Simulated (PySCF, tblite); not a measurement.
**C3H6AlCl2N: geometry, infrared bands and NMR shifts**

What infrared bands and NMR shifts should C3H6AlCl2N (`C#[N+][Al@H-]([Cl])[CH2]CCl`) show?

The runs use tblite 0.8.0 and PySCF 2.14.0, with density-fitted response routines of our own; the level of theory stands in each step. All values are computed, except where a source is named. Atoms are numbered from 0 throughout.

### 1 The starting structure

13 atoms, charge 0, multiplicity 1; geometry from: force field or distance geometry start.

Bonds of the start (Å): C0–N1 1.17, N1–Al2 1.86, Al2–Cl3 2.19, Al2–C4 2.00, C4–C5 1.49, C5–Cl6 1.78, C0–H7 1.07, Al2–H8 1.62, C4–H9 1.11, C4–H10 1.10, C5–H11 1.12, C5–H12 1.11.

### 2 Geometry optimisation with GFN2-xTB

The job: settings as JSON, then the geometry in Å.

```
{"job": {"kind": "relax", "xc": "GFN2-xTB", "basis": "xTB"}, "charge": 0, "multiplicity": 1}
C      2.509100    -1.095400     0.689300
N      1.813100    -0.255300     0.255700
Al     0.706200     1.089700    -0.402900
Cl     0.945400     2.899800     0.807300
C     -1.186500     0.469200    -0.545600
C     -1.438900    -0.814300     0.172100
Cl    -1.091300    -0.682500     1.916000
H      3.138700    -1.870500     1.074200
H      1.179000     1.463100    -1.904700
H     -1.400800     0.286700    -1.622400
H     -1.879000     1.260600    -0.208300
H     -0.807600    -1.633900    -0.257900
H     -2.491800    -1.116700     0.009500
```

Started as:

```
$ OMP_NUM_THREADS=1 python probes_run.py task.json out
```

This one command runs all jobs of the session in turn.

**Question.** This job is followed by: GFN2-xTB harmonic vibrations, gas phase; GIAO PBE0/pcSseg-1 NMR shielding, non-relativistic, gas phase. What will the session give for the following? strongest single infrared mode (GFN2-xTB); zero-point energy (GFN2-xTB); 13C shifts against TMS (PBE0/pcSseg-1); 1H shifts against TMS (PBE0/pcSseg-1); 15N shifts against NH3 (PBE0/pcSseg-1); 27Al shifts against AlH4- (PBE0/pcSseg-1); 35Cl shifts against HCl (PBE0/pcSseg-1); surface potential, 1st and 99th percentile.

As calculated:

| quantity | value |
| --- | --- |
| strongest single infrared mode (GFN2-xTB) | 1744 cm⁻¹, 210 km/mol |
| zero-point energy (GFN2-xTB) | 50.1 kcal/mol |
| 13C shifts against TMS (PBE0/pcSseg-1) | 118.0, 58.0, 30.6 ppm |
| 1H shifts against TMS (PBE0/pcSseg-1) | 4.71, 4.35, 4.11, 3.58, 1.94, 1.25 ppm |
| 15N shifts against NH3 (PBE0/pcSseg-1) | 276.2 ppm |
| 27Al shifts against AlH4- (PBE0/pcSseg-1) | 27.1 ppm |
| 35Cl shifts against HCl (PBE0/pcSseg-1) | 245, 15 ppm |
| surface potential, 1st and 99th percentile | -1.29 V and 2.89 V |

The optimisation took 177 steps and gained 0.872 eV; among the close pairs (by a distance rule), Al2–Cl6 changed most, from 3.428 to 2.427 Å. All 33 modes are real, so the xTB geometry is a minimum. The strongest single mode, at 1744 cm⁻¹, moves mainly H8. GFN2-xTB is a fitted tight-binding method: band positions and strengths are rough. Its intensities can rank the bands wrongly. At PBE0/pcSseg-1: The widest tensor belongs to Cl6: span 641 ppm, with a paramagnetic part of -443 ppm. By nearest atom (PBE0/pcSseg-1), the HOMO sits on C4 34 %; H8 25 % and the LUMO on C0 39 %; N1 35 %.
